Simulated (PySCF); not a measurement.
# C3H5GaO2: electronic excitations at several levels of theory

How much do the electronic excitations of C3H5GaO2 (`C1=C[O][GaH2-][O+]=C1`) depend on the level of theory, and what does each level cost?

Computed with PySCF 2.14.0, with density-fitted response routines of our own, on a single molecule in the gas phase. Atoms are numbered from 0 throughout.

## 1. The molecule as given

11 atoms, charge 0, multiplicity 1; geometry from: PBE0-D3(BJ)/def2-SVP.

Bonds of the start (Å): C0–C1 1.40, C1–O2 1.26, O2–Ga3 1.96, Ga3–O4 1.96, O4–C5 1.26, C5–C0 1.40, C0–H6 1.09, C1–H7 1.11, Ga3–H8 1.56, Ga3–H9 1.56, C5–H10 1.11.

## 2. Ultraviolet spectrum: PBE/def2-SVPD

Job settings and geometry (Å):

```
{"job": {"kind": "uv", "xc": "PBE", "basis": "def2-SVPD", "ip": true}, "charge": 0, "multiplicity": 1}
C      1.337617     0.351213    -0.212315
C      1.032634    -0.988705     0.044557
O     -0.110745    -1.482776     0.255667
Ga    -1.796741    -0.478517     0.282704
O     -0.879756     1.215624    -0.103629
C      0.364651     1.353926    -0.267866
H      2.379329     0.626627    -0.376036
H      1.870911    -1.709263     0.069140
H     -2.592643    -0.873978    -1.001764
H     -2.273573    -0.416363     1.768654
H      0.703095     2.385559    -0.477785
```

Method: TDDFT PBE/def2-SVPD, vertical, gas phase, core orbitals frozen in the response.

Started as:

```sh
$ OMP_NUM_THREADS=1 python probes_run.py task.json out
```

One launch serves the whole session: the jobs run in the order shown.

Standard output:

```text
coarse grid: 45680 points
cycle   1  E = -2191.4125139389  dE =  3.293e-01  |g| = 1.158e+00  |ddm| = 5.183e+00
cycle   2  E = -2190.2585992023  dE =  1.154e+00  |g| = 2.673e+00  |ddm| = 5.516e+00
cycle   3  E = -2191.5622803167  dE = -1.304e+00  |g| = 5.698e-01  |ddm| = 4.412e+00
cycle   4  E = -2191.6300324095  dE = -6.775e-02  |g| = 9.558e-02  |ddm| = 9.556e-01
cycle   5  E = -2191.6314859960  dE = -1.454e-03  |g| = 3.261e-02  |ddm| = 1.553e-01
cycle   6  E = -2191.6317151098  dE = -2.291e-04  |g| = 1.341e-02  |ddm| = 5.980e-02
cycle   7  E = -2191.6317534849  dE = -3.838e-05  |g| = 1.991e-03  |ddm| = 2.101e-02
cycle   8  E = -2191.6317540010  dE = -5.162e-07  |g| = 1.203e-03  |ddm| = 3.943e-03
final grid: 96192 points
cycle   9  E = -2191.6317914544  dE =  3.832e-06  |g| = 4.191e-03  |ddm| = 1.409e-02
cycle  10  E = -2191.6317422080  dE =  4.925e-05  |g| = 1.481e-02  |ddm| = 2.159e-02
cycle  11  E = -2191.6317956084  dE = -5.340e-05  |g| = 7.114e-04  |ddm| = 1.682e-02
cycle  12  E = -2191.6317957262  dE = -1.178e-07  |g| = 1.330e-04  |ddm| = 9.793e-04
cycle  13  E = -2191.6317957299  dE = -3.757e-09  |g| = 1.315e-05  |ddm| = 1.796e-04
cycle  14  E = -2191.6317957300  dE = -3.638e-11  |g| = 4.502e-06  |ddm| = 2.524e-05
converged SCF energy = -2191.6317957300

Static polarisability (au): isotropic 73.588, principal 56.933 77.931 85.900

Singlet excitations
state   eV       nm        f      main configurations
  1   3.6665    338.2   0.01483   H->L 0.74, H-2->L 0.26
  2   3.9238    316.0   0.00100   H-1->L 1.00
  3   4.9020    252.9   0.00000   H-3->L 1.00
  4   5.0602    245.0   0.14291   H-2->L 0.72, H->L 0.24
  5   5.9605    208.0   0.00000   H->L+1 0.97
  6   6.0293    205.6   0.03043   H->L+2 1.00
  7   6.1662    201.1   0.00000   H-4->L 0.97
  8   6.6353    186.9   0.00395   H->L+3 0.92
  9   6.6520    186.4   0.00447   H-1->L+1 0.99
 10   6.7108    184.8   0.00265   H-1->L+2 0.99

Triplet excitations (Tamm-Dancoff, eV): 2.7896 3.5767 4.1095 4.6806
Vertical ionisation energy (delta-SCF) = 8.9719 eV
Vertical electron affinity (delta-SCF) = 0.2218 eV
```

Wall time 2 min (1 thread of Arm Neoverse V2, shared host); peak memory 0.71 GiB.

Frontier orbitals and where they lie:

```csv
orbital,eV,atoms
HOMO−3,-7.93,"O2 24 %, O4 24 %, Ga3 18 %"
HOMO−2,-7.36,"Ga3 28 %, H8 19 %, H9 19 %"
HOMO−1,-6.90,"O4 31 %, O2 31 %, C5 8 %"
HOMO,-6.23,"C0 24 %, O2 16 %, O4 16 %"
LUMO,-3.11,"C5 25 %, C1 25 %, O4 17 %"
LUMO+1,-0.31,"Ga3 48 %, O2 12 %, O4 12 %"
LUMO+2,-0.22,"Ga3 22 %, C0 15 %, C1 12 %"
```

With each of the 10 states as a Gaussian band of 0.4 eV half-width at 1/e, the curve within the window shown has maxima at 337 nm (ε 630), 245 nm (ε 5,800), 205 nm (ε 1,300) L/(mol cm). Beyond the last state computed it falls off for lack of states. The curve at chosen wavelengths:

(nm, ε (L/mol/cm)): (177, 211), (186, 539), (195, 873), (204, 1276), (213, 1105), (222, 1376), (231, 3248), (241, 5525), (250, 5452), (259, 3665), (268, 1813), (277, 713), (286, 271), (295, 183), (304, 255), (313, 390), (322, 524), (331, 610), (340, 624), (350, 563), (359, 464), (368, 353), (377, 251), (386, 168), (395, 107), (404, 65)

Further results of this job:

```
           property  computed
  dipole moment (D)      2.79
polarisability (Å³)     10.90
 HOMO–LUMO gap (eV)      3.12
      −ε(HOMO) (eV)      6.23
```

## 3. Excited states and response: B3LYP/def2-SVPD

The job, as its differences from that of step 2:

```diff
@@ -1,2 +1,2 @@
-{"job": {"kind": "uv", "xc": "PBE", "basis": "def2-SVPD", "ip": true}, "charge": 0, "multiplicity": 1}
+{"job": {"kind": "uv", "xc": "B3LYP", "basis": "def2-SVPD", "ip": true}, "charge": 0, "multiplicity": 1}
 C      1.337617     0.351213    -0.212315
```

Method: TDDFT B3LYP/def2-SVPD, vertical, gas phase, core orbitals frozen in the response.

Standard output:

```text
coarse grid: 45680 points
cycle   1  E = -2192.0951368576  dE =  3.776e-01  |g| = 1.047e+00  |ddm| = 5.103e+00
cycle   2  E = -2191.4952089047  dE =  5.999e-01  |g| = 2.057e+00  |ddm| = 3.954e+00
cycle   3  E = -2192.2622752350  dE = -7.671e-01  |g| = 3.052e-01  |ddm| = 2.935e+00
cycle   4  E = -2192.2809058013  dE = -1.863e-02  |g| = 6.659e-02  |ddm| = 5.388e-01
cycle   5  E = -2192.2816089137  dE = -7.031e-04  |g| = 1.057e-02  |ddm| = 9.673e-02
cycle   6  E = -2192.2816356686  dE = -2.675e-05  |g| = 3.071e-03  |ddm| = 2.688e-02
cycle   7  E = -2192.2816377223  dE = -2.054e-06  |g| = 7.278e-04  |ddm| = 5.168e-03
final grid: 96192 points
cycle   8  E = -2192.2816484712  dE =  8.321e-09  |g| = 9.507e-04  |ddm| = 1.025e-02
cycle   9  E = -2192.2816482664  dE =  2.048e-07  |g| = 1.400e-03  |ddm| = 2.609e-03
cycle  10  E = -2192.2816486396  dE = -3.732e-07  |g| = 2.393e-04  |ddm| = 1.568e-03
cycle  11  E = -2192.2816486517  dE = -1.217e-08  |g| = 2.978e-05  |ddm| = 3.147e-04
cycle  12  E = -2192.2816486519  dE = -1.919e-10  |g| = 9.124e-06  |ddm| = 5.702e-05
converged SCF energy = -2192.2816486519

Static polarisability (au): isotropic 71.585, principal 55.750 76.502 82.503

Singlet excitations
state   eV       nm        f      main configurations
  1   4.2331    292.9   0.05692   H->L 0.91, H-2->L 0.08
  2   4.3454    285.3   0.00119   H-1->L 0.99
  3   5.4156    228.9   0.12269   H-2->L 0.91
  4   5.4939    225.7   0.00000   H-3->L 0.95
  5   6.3379    195.6   0.03492   H->L+1 0.97
  6   6.4212    193.1   0.00000   H->L+2 0.98
  7   6.8919    179.9   0.00000   H-4->L 0.94
  8   7.0605    175.6   0.00003   H->L+4 0.65, H->L+3 0.30
  9   7.1435    173.6   0.04264   H->L+3 0.66, H->L+4 0.30
 10   7.3872    167.8   0.00000   H->L+5 0.99

Triplet excitations (Tamm-Dancoff, eV): 2.8894 4.0004 4.8624 5.2217
Vertical ionisation energy (delta-SCF) = 9.1968 eV
Vertical electron affinity (delta-SCF) = 0.3111 eV
```

It took 96 s on 1 thread of Arm Neoverse V2, shared host; peak memory 0.84 GiB.

This run: HOMO -7.13 eV, LUMO -2.42 eV; lowest singlet 4.23 eV.

## 4. Excited states and response: PBE0/def2-SVPD

The job, as its differences from that of step 3:

```diff
@@ -1,2 +1,2 @@
-{"job": {"kind": "uv", "xc": "B3LYP", "basis": "def2-SVPD", "ip": true}, "charge": 0, "multiplicity": 1}
+{"job": {"kind": "uv", "xc": "PBE0", "basis": "def2-SVPD", "ip": true}, "charge": 0, "multiplicity": 1}
 C      1.337617     0.351213    -0.212315
```

With the program's defaults for keys left out, this is: TDDFT PBE0/def2-SVPD, vertical, gas phase, core orbitals frozen in the response.

Standard output:

```text
coarse grid: 45680 points
cycle   1  E = -2191.5183067431  dE =  3.739e-01  |g| = 9.511e-01  |ddm| = 4.893e+00
cycle   2  E = -2191.1060584520  dE =  4.122e-01  |g| = 1.755e+00  |ddm| = 3.366e+00
cycle   3  E = -2191.6642273337  dE = -5.582e-01  |g| = 2.375e-01  |ddm| = 2.475e+00
cycle   4  E = -2191.6754329263  dE = -1.121e-02  |g| = 5.425e-02  |ddm| = 4.218e-01
cycle   5  E = -2191.6759044292  dE = -4.715e-04  |g| = 7.588e-03  |ddm| = 7.711e-02
cycle   6  E = -2191.6759179553  dE = -1.353e-05  |g| = 1.894e-03  |ddm| = 1.935e-02
cycle   7  E = -2191.6759187824  dE = -8.270e-07  |g| = 4.085e-04  |ddm| = 3.077e-03
final grid: 96192 points
cycle   8  E = -2191.6759569431  dE = -2.843e-08  |g| = 5.269e-04  |ddm| = 9.442e-03
cycle   9  E = -2191.6759568572  dE =  8.589e-08  |g| = 8.444e-04  |ddm| = 1.775e-03
cycle  10  E = -2191.6759569988  dE = -1.417e-07  |g| = 1.522e-04  |ddm| = 1.074e-03
cycle  11  E = -2191.6759570040  dE = -5.159e-09  |g| = 1.582e-05  |ddm| = 2.086e-04
cycle  12  E = -2191.6759570041  dE = -4.820e-11  |g| = 7.803e-06  |ddm| = 3.281e-05
converged SCF energy = -2191.6759570041

Static polarisability (au): isotropic 70.826, principal 54.919 75.968 81.592

Singlet excitations
state   eV       nm        f      main configurations
  1   4.3333    286.1   0.06688   H->L 0.94
  2   4.4101    281.1   0.00121   H-1->L 0.99
  3   5.5521    223.3   0.11543   H-2->L 0.94
  4   5.6156    220.8   0.00000   H-3->L 0.93
  5   6.5630    188.9   0.03763   H->L+1 0.95
  6   6.5939    188.0   0.00000   H->L+2 0.96
  7   7.0526    175.8   0.00000   H-4->L 0.91
  8   7.2570    170.8   0.00034   H->L+3 0.50, H->L+4 0.43
  9   7.3916    167.7   0.04891   H->L+4 0.51, H->L+3 0.43
 10   7.6800    161.4   0.00000   H->L+5 0.98

Triplet excitations (Tamm-Dancoff, eV): 2.8866 4.0294 5.0266 5.3068
Vertical ionisation energy (delta-SCF) = 9.1939 eV
Vertical electron affinity (delta-SCF) = 0.3124 eV
```

It took 1.8 min on 1 thread of Arm Neoverse V2, shared host; peak memory 0.84 GiB.

Key values: HOMO -7.32 eV, LUMO -2.20 eV; lowest singlet 4.33 eV.

## 5. Excited states and response: BHandHLYP/def2-SVPD

The job, as its differences from that of step 4:

```diff
@@ -1,2 +1,2 @@
-{"job": {"kind": "uv", "xc": "PBE0", "basis": "def2-SVPD", "ip": true}, "charge": 0, "multiplicity": 1}
+{"job": {"kind": "uv", "xc": "BHandHLYP", "basis": "def2-SVPD", "ip": true}, "charge": 0, "multiplicity": 1}
 C      1.337617     0.351213    -0.212315
```

Method: TDDFT BHandHLYP/def2-SVPD, vertical, gas phase, core orbitals frozen in the response.

Standard output:

```text
coarse grid: 45680 points
cycle   1  E = -2191.9011493119  dE =  4.606e-01  |g| = 8.903e-01  |ddm| = 4.785e+00
cycle   2  E = -2191.7652953094  dE =  1.359e-01  |g| = 1.253e+00  |ddm| = 2.582e+00
cycle   3  E = -2192.0480596072  dE = -2.828e-01  |g| = 1.172e-01  |ddm| = 1.728e+00
cycle   4  E = -2192.0505982834  dE = -2.539e-03  |g| = 5.112e-02  |ddm| = 2.367e-01
cycle   5  E = -2192.0510496860  dE = -4.514e-04  |g| = 5.075e-03  |ddm| = 8.609e-02
cycle   6  E = -2192.0510547792  dE = -5.093e-06  |g| = 1.874e-03  |ddm| = 1.485e-02
final grid: 96192 points
cycle   7  E = -2192.0510610148  dE = -3.333e-07  |g| = 1.880e-03  |ddm| = 7.969e-03
cycle   8  E = -2192.0510610428  dE = -2.806e-08  |g| = 1.870e-03  |ddm| = 5.003e-03
cycle   9  E = -2192.0510615160  dE = -4.731e-07  |g| = 1.277e-04  |ddm| = 2.403e-03
cycle  10  E = -2192.0510615189  dE = -2.980e-09  |g| = 5.091e-05  |ddm| = 2.615e-04
cycle  11  E = -2192.0510615197  dE = -7.703e-10  |g| = 1.875e-05  |ddm| = 1.266e-04
converged SCF energy = -2192.0510615197

Static polarisability (au): isotropic 68.840, principal 53.702 74.567 78.251

Singlet excitations
state   eV       nm        f      main configurations
  1   4.7061    263.5   0.13646   H->L 0.97
  2   4.9170    252.2   0.00146   H-2->L 0.97
  3   6.2374    198.8   0.00000   H-3->L 0.72, H-4->L 0.18
  4   6.4337    192.7   0.07256   H-1->L 0.99
  5   6.7690    183.2   0.04027   H->L+1 0.87
  6   7.0605    175.6   0.00000   H->L+2 0.86, H-1->L+2 0.10
  7   7.6289    162.5   0.01530   H->L+4 0.84
  8   7.8035    158.9   0.04350   H->L+3 0.77, H->L+1 0.09
  9   7.9462    156.0   0.00000   H->L+5 0.72, H-4->L 0.16
 10   7.9686    155.6   0.00000   H-4->L 0.56, H->L+5 0.22, H-3->L 0.15

Triplet excitations (Tamm-Dancoff, eV): 3.0236 4.5549 5.8952 6.0559
Vertical ionisation energy (delta-SCF) = 9.2185 eV
```

Wall time 45 s (1 thread of Arm Neoverse V2, shared host); peak memory 0.83 GiB.

Key values: HOMO -8.31 eV, LUMO -1.15 eV; lowest singlet 4.71 eV.

## 6. TDDFT and polarisability: CAM-B3LYP/def2-SVPD

The job, as its differences from that of step 5:

```diff
@@ -1,2 +1,2 @@
-{"job": {"kind": "uv", "xc": "BHandHLYP", "basis": "def2-SVPD", "ip": true}, "charge": 0, "multiplicity": 1}
+{"job": {"kind": "uv", "xc": "CAM-B3LYP", "basis": "def2-SVPD", "ip": true}, "charge": 0, "multiplicity": 1}
 C      1.337617     0.351213    -0.212315
```

Method: TDDFT CAM-B3LYP/def2-SVPD, vertical, gas phase, core orbitals frozen in the response.

Standard output:

```text
coarse grid: 45680 points
cycle   1  E = -2192.0514856509  dE =  4.647e-01  |g| = 1.012e+00  |ddm| = 4.946e+00
cycle   2  E = -2191.8063736699  dE =  2.451e-01  |g| = 1.568e+00  |ddm| = 3.191e+00
cycle   3  E = -2192.2291404508  dE = -4.228e-01  |g| = 1.516e-01  |ddm| = 2.100e+00
cycle   4  E = -2192.2331469441  dE = -4.006e-03  |g| = 5.723e-02  |ddm| = 2.968e-01
cycle   5  E = -2192.2336534691  dE = -5.065e-04  |g| = 8.028e-03  |ddm| = 8.770e-02
cycle   6  E = -2192.2336658644  dE = -1.240e-05  |g| = 3.106e-03  |ddm| = 2.301e-02
cycle   7  E = -2192.2336678166  dE = -1.952e-06  |g| = 6.860e-04  |ddm| = 6.774e-03
final grid: 96192 points
cycle   8  E = -2192.2336734258  dE = -8.994e-08  |g| = 6.571e-04  |ddm| = 6.372e-03
cycle   9  E = -2192.2336733915  dE =  3.426e-08  |g| = 8.360e-04  |ddm| = 1.995e-03
cycle  10  E = -2192.2336735122  dE = -1.206e-07  |g| = 1.061e-04  |ddm| = 1.179e-03
cycle  11  E = -2192.2336735144  dE = -2.224e-09  |g| = 2.987e-05  |ddm| = 1.332e-04
cycle  12  E = -2192.2336735146  dE = -2.256e-10  |g| = 9.694e-06  |ddm| = 9.974e-05
converged SCF energy = -2192.2336735146

Static polarisability (au): isotropic 70.771, principal 55.093 76.229 80.990

Singlet excitations
state   eV       nm        f      main configurations
  1   4.5237    274.1   0.11910   H->L 0.97
  2   4.5754    271.0   0.00133   H-1->L 0.98
  3   5.8805    210.8   0.00000   H-3->L 0.81, H-4->L 0.12
  4   6.1443    201.8   0.07356   H-2->L 0.99
  5   6.6337    186.9   0.04043   H->L+1 0.84, H->L+3 0.10
  6   6.8303    181.5   0.00000   H->L+2 0.84, H-2->L+2 0.11
  7   7.4441    166.6   0.00408   H->L+4 0.79
  8   7.6000    163.1   0.00000   H-4->L 0.80, H-3->L 0.12
  9   7.6089    162.9   0.06541   H->L+3 0.69, H->L+1 0.11
 10   7.8331    158.3   0.00000   H->L+5 0.93

Triplet excitations (Tamm-Dancoff, eV): 2.9034 4.2159 5.5456 5.7770
Vertical ionisation energy (delta-SCF) = 9.3591 eV
Vertical electron affinity (delta-SCF) = 0.3700 eV
```

Run time: 73 s. Hardware: 1 thread of Arm Neoverse V2, shared host; peak memory 0.96 GiB.

This run: HOMO -8.57 eV, LUMO -1.09 eV; lowest singlet 4.52 eV.

## 7. Ultraviolet spectrum: wB97X-D/def2-SVPD

The job, as its differences from that of step 6:

```diff
@@ -1,2 +1,2 @@
-{"job": {"kind": "uv", "xc": "CAM-B3LYP", "basis": "def2-SVPD", "ip": true}, "charge": 0, "multiplicity": 1}
+{"job": {"kind": "uv", "xc": "wB97X-D", "basis": "def2-SVPD", "ip": true}, "charge": 0, "multiplicity": 1}
 C      1.337617     0.351213    -0.212315
```

Method: TDDFT wB97X-D/def2-SVPD, vertical, gas phase, core orbitals frozen in the response.

Standard output:

```text
coarse grid: 45680 points
cycle   1  E = -2192.0141273661  dE =  4.728e-01  |g| = 9.954e-01  |ddm| = 4.720e+00
cycle   2  E = -2191.8499066382  dE =  1.642e-01  |g| = 1.420e+00  |ddm| = 2.893e+00
cycle   3  E = -2192.1954216969  dE = -3.455e-01  |g| = 1.136e-01  |ddm| = 1.854e+00
cycle   4  E = -2192.1977329851  dE = -2.311e-03  |g| = 5.416e-02  |ddm| = 2.530e-01
cycle   5  E = -2192.1982202524  dE = -4.873e-04  |g| = 8.736e-03  |ddm| = 9.087e-02
cycle   6  E = -2192.1982363212  dE = -1.607e-05  |g| = 3.423e-03  |ddm| = 2.820e-02
cycle   7  E = -2192.1982390148  dE = -2.694e-06  |g| = 7.214e-04  |ddm| = 9.078e-03
final grid: 96192 points
cycle   8  E = -2192.1983165225  dE = -1.429e-06  |g| = 8.046e-04  |ddm| = 1.150e-02
cycle   9  E = -2192.1983165706  dE = -4.813e-08  |g| = 7.884e-04  |ddm| = 2.607e-03
cycle  10  E = -2192.1983166553  dE = -8.462e-08  |g| = 9.986e-05  |ddm| = 9.892e-04
cycle  11  E = -2192.1983166576  dE = -2.357e-09  |g| = 5.522e-05  |ddm| = 3.013e-04
cycle  12  E = -2192.1983166586  dE = -9.586e-10  |g| = 2.216e-05  |ddm| = 1.150e-04
converged SCF energy = -2192.1983166586

Static polarisability (au): isotropic 70.798, principal 55.310 76.198 80.887

Singlet excitations
state   eV       nm        f      main configurations
  1   4.5582    272.0   0.11945   H->L 0.97
  2   4.5710    271.2   0.00138   H-1->L 0.98
  3   5.8738    211.1   0.00000   H-3->L 0.82, H-4->L 0.12
  4   6.1367    202.0   0.07433   H-2->L 0.99
  5   6.8950    179.8   0.05212   H->L+1 0.67, H->L+3 0.25
  6   6.9606    178.1   0.00000   H->L+2 0.80, H-2->L+2 0.15
  7   7.5912    163.3   0.00000   H-4->L 0.81, H-3->L 0.11
  8   7.6398    162.3   0.00227   H->L+4 0.43, H->L+3 0.20, H->L+6 0.11
  9   7.7931    159.1   0.09080   H->L+4 0.34, H->L+3 0.29, H->L+1 0.16
 10   8.1726    151.7   0.00000   H-2->L+2 0.74, H->L+2 0.12

Triplet excitations (Tamm-Dancoff, eV): 2.9791 4.2387 5.5685 5.7874
Vertical ionisation energy (delta-SCF) = 9.3270 eV
Vertical electron affinity (delta-SCF) = 0.2642 eV
```

It took 67 s on 1 thread of Arm Neoverse V2, shared host; peak memory 0.94 GiB.

In short: HOMO -9.10 eV, LUMO -0.41 eV; lowest singlet 4.56 eV.

## 8. Excited states and response: LC-wPBE/def2-SVPD

The job, as its differences from that of step 7:

```diff
@@ -1,2 +1,2 @@
-{"job": {"kind": "uv", "xc": "wB97X-D", "basis": "def2-SVPD", "ip": true}, "charge": 0, "multiplicity": 1}
+{"job": {"kind": "uv", "xc": "LC-wPBE", "basis": "def2-SVPD", "ip": true}, "charge": 0, "multiplicity": 1}
 C      1.337617     0.351213    -0.212315
```

Method: TDDFT LC-wPBE/def2-SVPD, vertical, gas phase, core orbitals frozen in the response.

Standard output:

```text
coarse grid: 45680 points
cycle   1  E = -2191.6113951712  dE =  5.371e-01  |g| = 1.031e+00  |ddm| = 4.747e+00
cycle   2  E = -2191.5170304184  dE =  9.436e-02  |g| = 1.327e+00  |ddm| = 2.863e+00
cycle   3  E = -2191.8053967819  dE = -2.884e-01  |g| = 9.825e-02  |ddm| = 1.788e+00
cycle   4  E = -2191.8072000536  dE = -1.803e-03  |g| = 5.647e-02  |ddm| = 2.369e-01
cycle   5  E = -2191.8077476765  dE = -5.476e-04  |g| = 1.016e-02  |ddm| = 1.003e-01
cycle   6  E = -2191.8077714627  dE = -2.379e-05  |g| = 3.937e-03  |ddm| = 3.254e-02
cycle   7  E = -2191.8077757171  dE = -4.254e-06  |g| = 9.193e-04  |ddm| = 1.288e-02
final grid: 96192 points
cycle   8  E = -2191.8077771335  dE = -6.317e-07  |g| = 8.528e-04  |ddm| = 6.379e-03
cycle   9  E = -2191.8077769218  dE =  2.117e-07  |g| = 1.060e-03  |ddm| = 2.455e-03
cycle  10  E = -2191.8077773362  dE = -4.145e-07  |g| = 9.599e-05  |ddm| = 1.376e-03
cycle  11  E = -2191.8077773369  dE = -6.739e-10  |g| = 6.459e-05  |ddm| = 3.539e-04
cycle  12  E = -2191.8077773387  dE = -1.776e-09  |g| = 1.826e-05  |ddm| = 2.996e-04
cycle  13  E = -2191.8077773387  dE = -5.457e-11  |g| = 4.035e-06  |ddm| = 4.019e-05
converged SCF energy = -2191.8077773387

Static polarisability (au): isotropic 69.492, principal 53.571 75.594 79.312

Singlet excitations
state   eV       nm        f      main configurations
  1   4.6092    269.0   0.14632   H->L 0.95
  2   4.6763    265.1   0.00134   H-1->L 0.96
  3   6.0450    205.1   0.00000   H-3->L 0.72, H-4->L 0.16
  4   7.0156    176.7   0.05700   H-2->L 0.96
  5   7.1910    172.4   0.04742   H->L+1 0.52, H->L+3 0.36
  6   7.3225    169.3   0.00000   H->L+2 0.63, H-2->L+2 0.24
  7   7.9968    155.0   0.00163   H->L+4 0.57, H-2->L+3 0.11
  8   8.1260    152.6   0.00000   H-4->L 0.70, H-6->L 0.15, H-3->L 0.12
  9   8.2022    151.2   0.10940   H->L+3 0.30, H->L+1 0.29, H-2->L+1 0.16
 10   8.5806    144.5   0.00000   H->L+5 0.88

Triplet excitations (Tamm-Dancoff, eV): 2.8674 4.2749 5.6500 6.4382
Vertical ionisation energy (delta-SCF) = 9.4486 eV
```

Run time: 66 s. Hardware: 1 thread of Arm Neoverse V2, shared host; peak memory 0.84 GiB.

In short: HOMO -9.81 eV, LUMO 0.02 eV; lowest singlet 4.61 eV.

## 9. TDDFT and polarisability: PBE0/6-31G*

The job, as its differences from that of step 8:

```diff
@@ -1,2 +1,2 @@
-{"job": {"kind": "uv", "xc": "LC-wPBE", "basis": "def2-SVPD", "ip": true}, "charge": 0, "multiplicity": 1}
+{"job": {"kind": "uv", "xc": "PBE0", "basis": "6-31G*"}, "charge": 0, "multiplicity": 1}
 C      1.337617     0.351213    -0.212315
```

Level: TDDFT PBE0/6-31G*, vertical, gas phase, core orbitals frozen in the response.

Standard output:

```text
coarse grid: 45680 points
cycle   1  E = -2191.6521492694  dE =  4.406e-01  |g| = 9.639e-01  |ddm| = 3.317e+00
cycle   2  E = -2191.2391246771  dE =  4.130e-01  |g| = 1.764e+00  |ddm| = 1.965e+00
cycle   3  E = -2191.8039906480  dE = -5.649e-01  |g| = 2.334e-01  |ddm| = 1.494e+00
cycle   4  E = -2191.8150779528  dE = -1.109e-02  |g| = 5.541e-02  |ddm| = 2.488e-01
cycle   5  E = -2191.8155566843  dE = -4.787e-04  |g| = 9.494e-03  |ddm| = 3.779e-02
cycle   6  E = -2191.8155775376  dE = -2.085e-05  |g| = 2.207e-03  |ddm| = 1.120e-02
cycle   7  E = -2191.8155786497  dE = -1.112e-06  |g| = 3.326e-04  |ddm| = 2.382e-03
final grid: 96192 points
cycle   8  E = -2191.8156078262  dE = -2.751e-09  |g| = 4.672e-04  |ddm| = 1.268e-03
cycle   9  E = -2191.8156077270  dE =  9.927e-08  |g| = 8.512e-04  |ddm| = 9.776e-04
cycle  10  E = -2191.8156078689  dE = -1.419e-07  |g| = 8.543e-05  |ddm| = 6.896e-04
cycle  11  E = -2191.8156078705  dE = -1.595e-09  |g| = 1.824e-05  |ddm| = 9.259e-05
cycle  12  E = -2191.8156078705  dE = -6.003e-11  |g| = 6.398e-06  |ddm| = 1.879e-05
converged SCF energy = -2191.8156078705

Static polarisability (au): isotropic 58.972, principal 39.957 64.564 72.395

Singlet excitations
state   eV       nm        f      main configurations
  1   4.5284    273.8   0.00074   H-1->L 0.99
  2   4.5621    271.8   0.08250   H->L 0.94
  3   5.8075    213.5   0.00000   H-3->L 0.94
  4   5.8562    211.7   0.08765   H-2->L 0.94
  5   6.4933    190.9   0.00000   H->L+1 0.98
  6   6.9561    178.2   0.00185   H->L+2 0.97
  7   7.3495    168.7   0.00000   H-4->L 0.93
  8   7.6429    162.2   0.00493   H-1->L+1 0.99
  9   7.8188    158.6   0.00000   H-2->L+1 0.98
 10   8.0761    153.5   0.01010   H->L+4 0.81

Triplet excitations (Tamm-Dancoff, eV): 2.9550 4.1488 5.3845 5.4884
```

It took 13 s on 1 thread of Arm Neoverse V2, shared host; peak memory 0.61 GiB.

This run: HOMO -7.05 eV, LUMO -1.78 eV; lowest singlet 4.53 eV.

(Part 1 of 2 ends here.)
